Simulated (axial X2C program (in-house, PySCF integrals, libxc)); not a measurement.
# All-electron X2C curves of CdSi⁺

Aim: find the lowest determinant of CdSi⁺, scan the bond at several levels and fit the constants, once spin-free and once with spin–orbit coupling.

Computed with an in-house X2C program for linear molecules on PySCF integrals. Level: all-electron X2C, Cd dyall-cv3z, Si dyall-v3z.

All values are calculated.

## (1) Set-up

Contents of task.json:

```json
{"zs": [48, 14], "q": 1, "bas": ["dyall-cv3z", "dyall-v3z"], "levels": ["PBE0", "HF", "r2SCAN"], "cc": true, "r0": 2.52, "thr": -2.0, "nmax": 90, "npts": 10, "nst": 2, "ntry": 6}
```

Keys: zs atomic numbers; q charge; bas basis sets; levels methods (HF also brings MP2); cc coupled cluster on or off; r0 starting distance in Å; thr threshold in hartree for freezing inner shells (an s shell follows its p shell); nmax most natural virtual spinors; npts points asked for on the curve; nst determinants followed; ntry starts of the search.

Started as:

```
python so2c.py task.json out
```

Spin-free means the one-electron spin-free X2C Hamiltonian; two-component (2c) means X2C with spin–orbit coupling and atomic mean-field two-electron Coulomb and Gaunt terms. Basis: Cd dyall-cv3z contracted to [12s12p8d5f3g], Si dyall-v3z contracted to [8s7p2d1f]; Gaussian nuclei, density fitting. Masses: Cd 113.903 u, Si 27.977 u.

Notation: σ, π±, δ± give the projection m of an orbital's angular momentum (0, ±1, ±2), α and β its spin, Λ and M_S the sums; ω is the projection of a spinor's total angular momentum and Ω the sum. Logs are in hartree.

The results follow Hamiltonian by Hamiltonian and level by level.

## (2) Search for the lowest determinant

PBE0 moves the distance from 2.520 Å to 2.679 Å and compares determinants there.

Spin-free determinants:

```
ΔE (eV)             state                         open shells
   0.00  M_S = 1/2, Λ = 1           beyond closed shells: π+α
   1.24  M_S = 1/2, Λ = 0            beyond closed shells: σα
   1.67  M_S = 3/2, Λ = 0  beyond closed shells: σα, π+α, π-α
   2.02  M_S = 3/2, Λ = 1   beyond closed shells: 2 × σα, π+α
   2.10  M_S = 1/2, Λ = 0  beyond closed shells: σβ, π+α, π-α
   2.41  M_S = 1/2, Λ = 1   beyond closed shells: 2 × σα, π+β
   2.75  M_S = 1/2, Λ = 2  beyond closed shells: σα, π+α, π+β
```

Two-component determinants:

```tsv
ΔE (eV)	state	open shells
0.00	Ω = 1/2	excess of +ω over −ω: ω = 1/2
0.03	Ω = 3/2	excess of +ω over −ω: ω = 3/2
2.05	Ω = 5/2	excess of +ω over −ω: 2 × ω = 1/2, ω = 3/2
2.11	Ω = 1/2	excess of +ω over −ω: 2 × ω = -1/2, ω = 3/2
2.41	Ω = 3/2	excess of +ω over −ω: 3 × ω = 1/2
```

## (3) PBE0, spin-free

State followed: M_S = 1/2, Λ = 1 (beyond closed shells: π+α). The scan is laid around 2.679 Å, a first estimate of the minimum, and this SCF restarts from the orbitals of the search.

Output at 2.679 Å:

```text
spin-free X2C-1e  PBE0
basis functions 196  fitting functions 949  grid points 5081
iter        total energy     max residual
   1      -5883.335047114     7.70e-06
   2      -5883.335047115     6.91e-06
converged
one-electron -8359.91901752  Coulomb 2520.05763889  exact exchange -43.36773550  xc functional -132.84467346  nuclear repulsion 132.73874048
```

Along the bond, energies from the lowest point:

```tsv
R (Å)	E (eV)	μ (D)	HOMO (eV)	LUMO (eV)	iterations
2.331	0.3528	1.22	-11.43	-9.42	10
2.438	0.1443	1.46	-11.34	-9.32	10
2.518	0.0562	1.67	-11.28	-9.25	10
2.599	0.0116	1.90	-11.24	-9.19	11
2.679	0.0000	2.14	-11.20	-9.15	2
2.773	0.0173	2.44	-11.17	-9.11	12
2.866	0.0585	2.77	-11.16	-9.08	12
2.987	0.1347	3.21	-11.16	-9.06	12
3.134	0.2483	3.77	-11.17	-9.06	12
3.349	0.4277	4.60	-11.22	-9.08	12
```

Dipoles are positive if Si is the positive end and refer to the centre of mass.

Outer orbitals at the reference distance:

```tsv
symmetry	occupied	ε (eV)	atomic character
σα	yes	-21.02	91% Cd d, 7% Si s
σβ	yes	-20.96	95% Cd d, 3% Si s
π+α	yes	-20.74	99% Cd d
π+β	yes	-20.72	100% Cd d
π-β	yes	-20.72	100% Cd d
π-α	yes	-20.72	100% Cd d
δ+β	yes	-20.65	100% Cd d
δ-β	yes	-20.65	100% Cd d
δ+α	yes	-20.65	100% Cd d
δ-α	yes	-20.64	100% Cd d
σα	yes	-18.56	73% Si s, 11% Cd d, 8% Cd p
σβ	yes	-17.45	74% Si s, 10% Cd s, 8% Cd p
σα	yes	-12.77	48% Cd s, 41% Si p, 7% Si s
σβ	yes	-12.55	52% Cd s, 36% Si p, 8% Si s
π+α	yes	-11.20	91% Si p, 6% Cd p, 2% Cd d
π-α	no	-9.15	89% Si p, 8% Cd p
σα	no	-8.34	36% Si p, 30% Cd s, 30% Cd p
σβ	no	-8.16	40% Si p, 32% Cd p, 23% Cd s
π+β	no	-8.10	84% Si p, 14% Cd p
```

PBE0 fields in the half plane through the axis: z from -2.4 to 4.8 Å across, distance from the axis 0.15 to 2.25 Å upwards; Cd lies at z = 0 and Si at z = 2.679 Å; the ELF is damped to zero where the density is low.

log10 density (e/bohr³). Ten even steps from '0' (-4.87 ) to '9' (1.80 ):
```
0001122222222222222221110
0011222333333333333322211
0112233333333333333333221
1122334444444444444443321
1223344555544444555444322
1223455666554455555544332
1233456777655555666554432
1234457898765555787554432
```

ELF. Ten even steps from '0' (0.00 ) to '9' (0.93 ):
```
0000000111100000122210000
0000011222221012355542000
0000112222332224678875200
0001111222233346899997520
0011112222234467899999741
0011123454324676324999852
0001125878523771151299963
0001137272733760958089973
```

Re = 2.673 Å, ωe = 217.4 cm⁻¹, ωexe = 0.981 cm⁻¹, Be = 0.1051 cm⁻¹, De = 1.84 eV, μ = 2.12 D.

## (4) HF, spin-free

Output at 2.679 Å:

```text
spin-free X2C-1e  HF
basis functions 196  fitting functions 949  grid points 5081
iter        total energy     max residual
   1      -5880.593580166     4.70e-01
   2      -5880.619987250     6.08e-03
   3      -5880.620905209     1.82e-03
   4      -5880.621096374     1.25e-03
   5      -5880.621182156     1.16e-03
   6      -5880.621310768     1.03e-03
   7      -5880.621356404     1.02e-03
   8      -5880.621125653     9.52e-04
   9      -5880.620475185     6.58e-04
  10      -5880.620459003     3.61e-04
  11      -5880.620428177     9.92e-05
  12      -5880.620422496     5.01e-05
  13      -5880.620422321     1.90e-05
  14      -5880.620422333     3.60e-06
  15      -5880.620422332     3.20e-06
  16      -5880.620422332     1.26e-06
converged
one-electron -8359.76819051  Coulomb 2520.00859772  exact exchange -173.59957002  xc functional 0.00000000  nuclear repulsion 132.73874048
```

On the way the iterations pass 0.025 eV below the final energy, so this may not be the lowest solution of its occupation.

Re = 2.789 Å, ωe = 197.2 cm⁻¹, ωexe = 0.928 cm⁻¹, Be = 0.09651 cm⁻¹, De = 0.963 eV, μ = 1.47 D.

## (5) r2SCAN, spin-free

Output at 2.679 Å:

```text
spin-free X2C-1e  r2SCAN
basis functions 196  fitting functions 949  grid points 5081
iter        total energy     max residual
   1      -5883.762181050     1.48e-01
   2      -5883.764858440     3.62e-03
   3      -5883.764774023     4.29e-03
   4      -5883.764954674     8.20e-04
   5      -5883.764955067     6.48e-04
   6      -5883.764969275     1.91e-04
   7      -5883.764970581     1.12e-04
   8      -5883.764971483     4.52e-05
   9      -5883.764971836     8.61e-06
  10      -5883.764971845     1.95e-06
  11      -5883.764971845     2.59e-07
converged
one-electron -8359.64476753  Coulomb 2519.78830447  exact exchange 0.00000000  xc functional -176.64724927  nuclear repulsion 132.73874048
```

Re = 2.646 Å, ωe = 221.3 cm⁻¹, ωexe = 1.03 cm⁻¹, Be = 0.1072 cm⁻¹, De = 1.79 eV, μ = 2.12 D.

## (6) MP2 and beyond, spin-free

Correlated methods: 15 electrons correlated (frozen shells, counted by type: Cd 4 s, 3 p, 1 d; Si 2 s, 1 p), 247 virtual spinors in MP2, 90 natural virtuals in coupled cluster.

Output of the correlated part at 2.679 Å:

```text
correlated 15  virtual 247  natural virtual 90  E(MP2) -0.518422655  MP2 remainder -0.044778328
iter   CCSD correlation   residual
   1     -0.447683442   1.60e-01
   2     -0.461358307   6.59e-02
   3     -0.463831642   3.32e-02
   4     -0.463737926   1.36e-02
   5     -0.464138757   7.68e-03
   6     -0.464239405   4.08e-03
   7     -0.464237892   1.65e-03
   8     -0.464280241   6.75e-04
   9     -0.464264438   3.35e-04
  10     -0.464271468   1.48e-04
  11     -0.464269670   4.91e-05
  12     -0.464270415   1.90e-05
  13     -0.464270606   7.27e-06
  14     -0.464270619   2.97e-06
(T) -0.016699690  T1 0.0400  D1 0.1461  max T2 0.149
```

T1 in the output is the amplitude norm over the root of the electron number; divide by √2 for the Lee–Taylor value.

MP2: Re = 2.687 Å, ωe = 225.4 cm⁻¹, Be = 0.104 cm⁻¹, De = 1.46 eV.

CCSD: No constants are quoted: the scan has only 5 points.

CCSD(T): No constants are quoted: the scan has only 5 points.

## (7) A higher determinant, spin-free

State: M_S = 1/2, Λ = 0 (beyond closed shells: σα).

Output at the reference distance:

```text
spin-free X2C-1e  PBE0
basis functions 196  fitting functions 949  grid points 5081
iter        total energy     max residual
   1      -5883.289368478     9.02e-06
   2      -5883.289368481     7.72e-06
   3      -5883.289368482     2.20e-06
converged
one-electron -8360.85590847  Coulomb 2521.04727330  exact exchange -43.37091702  xc functional -132.84855677  nuclear repulsion 132.73874048
```

```tsv
R (Å)	E above the lowest PBE0 point (eV)
2.331	2.016
2.438	1.667
2.518	1.480
2.599	1.342
2.679	1.243
2.773	1.165
2.866	1.119
2.987	1.094
3.134	1.098
```

No constants are quoted: too few points lie around the minimum for a second fit to confirm the first.

## (8) The spin-free curves together

Energy (eV) of the followed determinant, spin-free, from each level's lowest point:

```tsv
R (Å)	PBE0	HF	MP2	CCSD	CCSD(T)	r2SCAN
2.331	0.353	n/a	n/a	n/a	n/a	0.301
2.438	0.144	n/a	n/a	n/a	n/a	0.112
2.518	0.056	n/a	n/a	n/a	n/a	0.037
2.599	0.012	0.073	0.019	0.023	0.020	0.003
2.679	0.000	0.022	0.000	0.000	0.000	0.000
2.773	0.017	0.000	0.014	0.008	0.010	0.026
2.866	0.058	0.008	0.052	0.041	0.046	0.074
2.987	0.135	0.050	0.126	0.102	0.114	0.156
3.134	0.248	0.131	0.236	n/a	n/a	0.275
3.349	0.428	0.276	0.413	n/a	n/a	0.458
```

## (9) PBE0, 2c

State followed: Ω = 1/2 (excess of +ω over −ω: ω = 1/2). The scan is laid around 2.679 Å, a first estimate of the minimum, and this SCF restarts from the orbitals of the search.

Output at 2.679 Å:

```text
two-component X2C + atomic mean field  PBE0
basis functions 196  fitting functions 949  grid points 5081
iter        total energy     max residual
   1      -5880.957896240     8.08e-06
   2      -5880.957896240     9.74e-06
converged
one-electron -8353.23478640  Coulomb 2518.73676775  exact exchange -43.34333269  xc functional -132.77304424  nuclear repulsion 132.73874048  atomic mean-field constant -3.08224114
```

Along the bond, energies from the lowest point:

```tsv
R (Å)	E (eV)	μ (D)	HOMO (eV)	LUMO (eV)	iterations
2.331	0.3449	1.24	-11.46	-9.40	11
2.438	0.1397	1.48	-11.36	-9.29	11
2.518	0.0535	1.68	-11.30	-9.23	11
2.599	0.0104	1.91	-11.25	-9.17	12
2.679	0.0000	2.15	-11.21	-9.13	2
2.773	0.0183	2.45	-11.19	-9.09	12
2.866	0.0603	2.77	-11.17	-9.06	12
2.987	0.1372	3.21	-11.17	-9.05	12
3.134	0.2513	3.77	-11.18	-9.05	12
3.349	0.4310	4.60	-11.23	-9.07	13
```

Dipoles are positive if Si is the positive end and refer to the centre of mass.

Outer spinors at the reference distance:

```csv
ω,occupied,ε (eV),atomic character,λ mixture
-1/2,yes,-21.27,"95% Cd d, 3% Si s","62% σ, 38% π"
1/2,yes,-21.25,97% Cd d,"56% σ, 44% π"
-3/2,yes,-21.09,100% Cd d,"77% δ, 23% π"
3/2,yes,-21.08,100% Cd d,"76% δ, 24% π"
-1/2,yes,-20.63,"95% Cd d, 4% Si s","62% π, 38% σ"
1/2,yes,-20.60,97% Cd d,"56% π, 44% σ"
3/2,yes,-20.44,100% Cd d,"76% π, 24% δ"
-3/2,yes,-20.44,100% Cd d,"77% π, 23% δ"
5/2,yes,-20.39,100% Cd d,100% δ
-5/2,yes,-20.38,100% Cd d,100% δ
-1/2,yes,-18.55,"73% Si s, 11% Cd d, 8% Cd p",100% σ
1/2,yes,-17.45,"74% Si s, 10% Cd s, 8% Cd p",100% σ
-1/2,yes,-12.77,"48% Cd s, 41% Si p, 7% Si s",100% σ
1/2,yes,-12.54,"52% Cd s, 36% Si p, 8% Si s",100% σ
1/2,yes,-11.21,"91% Si p, 6% Cd p, 2% Cd d",100% π
-3/2,no,-9.13,"89% Si p, 8% Cd p",100% π
-1/2,no,-8.34,"36% Si p, 30% Cd p, 30% Cd s","99% σ, 1% π"
1/2,no,-8.16,"40% Si p, 33% Cd p, 23% Cd s",100% σ
-1/2,no,-8.11,"83% Si p, 14% Cd p","99% π, 1% σ"
```

PBE0 fields in the half plane through the axis: z from -2.4 to 4.8 Å across, distance from the axis 0.15 to 2.25 Å upwards; Cd lies at z = 0 and Si at z = 2.679 Å; the ELF is damped to zero where the density is low.

log10 density (e/bohr³). Ten even steps from '0' (-4.87 ) to '9' (1.80 ):
```
0001122222222222222221110
0011222333333333333322211
0112233333333333333333221
1122334444444444444443321
1223344555544444555444322
1223455666554455555544332
1233456777655555666554432
1234457898765555787554432
```

ELF. Ten even steps from '0' (0.00 ) to '9' (0.93 ):
```
0000000111100000122210000
0000011222221012355542000
0000112222332224678875200
0001111222233346899997520
0011112222234467899999741
0011123454324676324999852
0001125878523771151299963
0001137272733760958089973
```

Re = 2.669 Å, ωe = 217.6 cm⁻¹, ωexe = 0.983 cm⁻¹, Be = 0.1053 cm⁻¹, De = 1.86 eV, μ = 2.12 D.

## (10) HF, 2c

The SCF at the reference distance of 2.679 Å:

```text
two-component X2C + atomic mean field  HF
basis functions 196  fitting functions 949  grid points 5081
iter        total energy     max residual
   1      -5878.214850057     4.70e-01
   2      -5878.241281586     6.09e-03
   3      -5878.242201607     1.81e-03
   4      -5878.242392014     1.24e-03
   5      -5878.242476742     1.15e-03
   6      -5878.242603825     1.02e-03
   7      -5878.242648833     1.01e-03
   8      -5878.242421177     9.46e-04
   9      -5878.241778381     6.45e-04
  10      -5878.241761103     3.49e-04
  11      -5878.241729942     9.79e-05
  12      -5878.241724282     6.13e-05
  13      -5878.241724227     4.99e-05
  14      -5878.241724416     3.42e-05
  15      -5878.241724535     1.72e-05
  16      -5878.241724573     1.52e-05
  17      -5878.241724579     1.83e-06
  18      -5878.241724579     1.33e-06
converged
one-electron -8353.08229982  Coulomb 2518.68595610  exact exchange -173.50188020  xc functional 0.00000000  nuclear repulsion 132.73874048  atomic mean-field constant -3.08224114
```

On the way the iterations pass 0.025 eV below the final energy, so this may not be the lowest solution of its occupation.

Re = 2.787 Å, ωe = 197.0 cm⁻¹, ωexe = 0.925 cm⁻¹, Be = 0.09663 cm⁻¹, De = 0.974 eV, μ = 1.47 D.

## (11) r2SCAN, 2c

Output at 2.679 Å:

```text
two-component X2C + atomic mean field  r2SCAN
basis functions 196  fitting functions 949  grid points 5081
iter        total energy     max residual
   1      -5881.380643766     1.48e-01
   2      -5881.383362244     3.63e-03
   3      -5881.383267165     4.25e-03
   4      -5881.383457421     8.98e-04
   5      -5881.383461057     6.38e-04
   6      -5881.383476113     1.93e-04
   7      -5881.383477436     1.12e-04
   8      -5881.383478353     4.49e-05
   9      -5881.383478709     8.52e-06
  10      -5881.383478717     1.96e-06
  11      -5881.383478718     2.60e-07
converged
one-electron -8352.96151542  Coulomb 2518.46832569  exact exchange 0.00000000  xc functional -176.54678833  nuclear repulsion 132.73874048  atomic mean-field constant -3.08224114
```

Re = 2.642 Å, ωe = 221.8 cm⁻¹, ωexe = 1.04 cm⁻¹, Be = 0.1075 cm⁻¹, De = 1.80 eV, μ = 2.12 D.

## (12) MP2 and beyond, 2c

Correlated methods: 15 electrons correlated (frozen shells, counted by type: Cd 4 s, 3 p, 1 d; Si 2 s, 1 p), 247 virtual spinors in MP2, 90 natural virtuals in coupled cluster.

Output of the correlated part at 2.679 Å:

```text
correlated 15  virtual 247  natural virtual 90  E(MP2) -0.518364201  MP2 remainder -0.044774497
iter   CCSD correlation   residual
   1     -0.447647454   1.60e-01
   2     -0.461303282   6.58e-02
   3     -0.463769062   3.31e-02
   4     -0.463674213   1.36e-02
   5     -0.464072301   7.66e-03
   6     -0.464172614   4.07e-03
   7     -0.464170969   1.65e-03
   8     -0.464213232   6.71e-04
   9     -0.464197501   3.32e-04
  10     -0.464204456   1.49e-04
  11     -0.464202632   5.30e-05
  12     -0.464203400   2.48e-05
  13     -0.464203600   1.44e-05
  14     -0.464203598   1.01e-05
(T) -0.016696308  T1 0.0399  D1 0.1457  max T2 0.148
```

MP2: Re = 2.684 Å, ωe = 225.1 cm⁻¹, Be = 0.1042 cm⁻¹, De = 1.47 eV.

CCSD: No constants are quoted: the scan has only 5 points.

CCSD(T): No constants are quoted: the scan has only 5 points.

## (13) A higher determinant, 2c

State: Ω = 3/2 (excess of +ω over −ω: ω = 3/2).

Output at the reference distance:

```text
two-component X2C + atomic mean field  PBE0
basis functions 196  fitting functions 949  grid points 5081
iter        total energy     max residual
   1      -5880.956762384     8.76e-06
   2      -5880.956762383     1.10e-05
converged
one-electron -8353.22175747  Coulomb 2518.72500168  exact exchange -43.34341371  xc functional -132.77309222  nuclear repulsion 132.73874048  atomic mean-field constant -3.08224114
```

```tsv
R (Å)	E above the lowest PBE0 point (eV)
2.331	0.393
2.438	0.181
2.518	0.090
2.599	0.044
2.679	0.031
2.773	0.047
2.866	0.087
2.987	0.162
3.134	0.275
```

Re = 2.677 Å, ωe = 217.1 cm⁻¹, ωexe = 0.978 cm⁻¹, Be = 0.1047 cm⁻¹, μ = 2.12 D. Te = 0.03 eV.

## (14) The 2c curves together

Energy (eV) of the followed determinant, 2c, from each level's lowest point:

```tsv
R (Å)	PBE0	HF	MP2	CCSD	CCSD(T)	r2SCAN
2.331	0.345	n/a	n/a	n/a	n/a	0.292
2.438	0.140	n/a	n/a	n/a	n/a	0.107
2.518	0.053	n/a	n/a	n/a	n/a	0.033
2.599	0.010	0.071	0.018	0.022	0.019	0.001
2.679	0.000	0.021	0.000	0.000	0.000	0.000
2.773	0.018	0.000	0.014	0.008	0.011	0.027
2.866	0.060	0.009	0.054	0.042	0.048	0.076
2.987	0.137	0.051	0.127	0.102	0.115	0.159
3.134	0.251	0.132	0.238	n/a	n/a	0.279
3.349	0.431	0.277	0.415	n/a	n/a	0.462
```

Time for the job: 3.3 min (1 thread of Arm Neoverse V1, shared host).

## (15) Results

Lowest determinant that the search found at its distance, spin-free: M_S = 1/2, Λ = 1 (beyond closed shells: π+α).

Lowest determinant that the search found at its distance, 2c: Ω = 1/2 (excess of +ω over −ω: ω = 1/2).

| Hamiltonian | level | Re (Å) | ωe (cm⁻¹) | De (eV) | μ (D) |
| --- | --- | --- | --- | --- | --- |
| spin-free | PBE0 | 2.673 | 217.4 | 1.84 | 2.12 |
| spin-free | HF | 2.789 | 197.2 | 0.963 | 1.47 |
| spin-free | MP2 | 2.687 | 225.4 | 1.46 | n/a |
| spin-free | r2SCAN | 2.646 | 221.3 | 1.79 | 2.12 |
| 2c | PBE0 | 2.669 | 217.6 | 1.86 | 2.12 |
| 2c | HF | 2.787 | 197.0 | 0.974 | 1.47 |
| 2c | MP2 | 2.684 | 225.1 | 1.47 | n/a |
| 2c | r2SCAN | 2.642 | 221.8 | 1.80 | 2.12 |

Dipoles are positive if Si is the positive end and refer to the centre of mass. No constants: spin-free CCSD (the scan has only 5 points); spin-free CCSD(T) (the scan has only 5 points); 2c CCSD (the scan has only 5 points); 2c CCSD(T) (the scan has only 5 points).

Time per point (s) on 1 thread of Arm Neoverse V1, shared host (2c runs); the times are rough: PBE0 0.71, HF 2.3, MP2 3.6, r2SCAN 0.71.

**Reading.** At MP2, going from spin-free to two-component changes Re by -3 mÅ, ωe by -0.1 %; the spin-free picture holds up (part of it comes from the scalar share of the two-electron terms). It costs about 1.7 times the time. De moves by +0.02 eV; both De rest on single-determinant atoms, which can miss part of an open shell's spin–orbit lowering.

De refers to Cd + Si+; at HF, spin-free, to Cd+ + Si; at HF, two-component, to Cd+ + Si, each in the lowest determinant found, which need not be this curve's own limit. The state is a single determinant with fixed occupations, the lowest that a limited PBE0 search found. De is counted from the lowest determinant-based energies of the atoms at the same level, without counterpoise correction. Density functionals use the spin component along the axis (collinear). The meta-GGAs lack a current-density term, which matters for open shells with orbital currents, atoms included. Some points did not converge and are left out.
